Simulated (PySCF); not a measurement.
# C4H6BF: the cost of one run

The runs use PySCF 2.14.0, with density-fitted response routines of our own; the level of theory stands in each step. All values are computed, except where a source is named. Atoms count from 0, in the outputs and in this text.

### 1 The molecule as given

12 atoms, charge 0, multiplicity 1; geometry from: GFN2-xTB. The atoms were then displaced at random by about 0.01 Å, so the start is not that level's minimum.

Bonds of the start (Å): B0–C1 1.55, C1–C2 1.36, C2–F3 1.34, C2–C4 1.48, C4–C5 1.54, C5–C1 1.52, B0–H6 1.18, B0–H7 1.14, C4–H8 1.11, C4–H9 1.07, C5–H10 1.08, C5–H11 1.09.

### 2 Geometry optimisation at PBE0-D3(BJ)/def2-SVP

What the job is given:

```
{"job": {"xc": "PBE0", "basis": "def2-SVP", "d3": "d3bj", "grid": 1, "shake": 0.01, "kind": "geom"}, "charge": 0, "multiplicity": 1}
B      2.126950    -0.166840     0.121960
C      0.587430     0.017550     0.043830
C     -0.290530     1.036700     0.230960
F     -0.090140     2.322420     0.570830
C     -1.527090     0.283720    -0.051180
C     -0.577610    -0.907180    -0.278020
H      2.780080     0.776970     0.398390
H      2.605400    -1.176470    -0.112690
H     -2.209050     0.196650     0.821600
H     -2.087000     0.621630    -0.903400
H     -0.583970    -1.300870    -1.283250
H     -0.694780    -1.732550     0.431950
```

Run with:

```sh
$ OMP_NUM_THREADS=1 python probes_run.py task.json out
```

The driver reads the jobs from task.json and runs them one after another.

**Question.** How long does this first job take on 1 thread of Arm Neoverse V2, shared host, and how much memory does it need?

About 32 s, with a peak of 0.47 GiB.
